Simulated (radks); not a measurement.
**Ti in [Ar] 3d2.25 4s1.75: an all-electron calculation**

One table from this session's results is given with a row withheld; the runs are named, their logs left out.

Method: scalar-relativistic Kohn-Sham, SOGGA, spin-polarised, spherical densities, point nucleus; open shells are filled with parallel spins first. Code: radks (a radial shooting solver on a logarithmic mesh, Libxc functionals) version 1.

## Starting point

```
element       : titanium (Z = 22)
charge        : 0
electrons     : 22
configuration : [Ar] 3d2.25 4s1.75
```

Set-up of the first run:

Settings of this run:

```text
Z 22
configuration [Ar] 3d2.25 4s1.75
relativity scalar-relativistic
functional sogga,pbe
spin polarised
nucleus point
c 137.035999084
```

Command:

```
> python run_ks.py task.json out
```

The same process makes all the runs of this session.

One of the session's tables, all rows but one given; the rest of the session is left out.

It belongs to the step «Shells». Radial moments (bohr):

| level | <r> | outermost maximum (interpolated) | 90 % within | nodes |
| --- | --- | --- | --- | --- |
| 1s down | 0.06965 | 0.0456 | 0.124 | 0 |
| 1s up | 0.06965 | 0.0456 | 0.124 | 0 |
| 2s up | 0.3254 | 0.269 | 0.506 | 1 |
| 2s down | ? | ? | ? | ? |
| 2p up | 0.2902 | 0.220 | 0.477 | 0 |
| 2p down | 0.2899 | 0.220 | 0.477 | 0 |
| 3s up | 1.010 | 0.871 | 1.51 | 2 |
| 3s down | 1.010 | 0.871 | 1.51 | 2 |
| 3p up | 1.091 | 0.904 | 1.68 | 1 |
| 3p down | 1.091 | 0.903 | 1.69 | 1 |
| 4s up | 3.498 | 2.92 | 5.27 | 3 |
| 3d up | 1.652 | 0.992 | 2.97 | 0 |
| 4s down | 3.723 | 3.07 | 5.66 | 3 |
| 3d down | 1.800 | 0.996 | 3.35 | 0 |

Q: Estimate the row for 2s down from the others.

**Answer.** <r>: 0.3251; outermost maximum (interpolated): 0.269; 90 % within: 0.505; nodes: 1. In the column «<r>» it lies between 2p up (0.2902) and 2s up (0.3254).
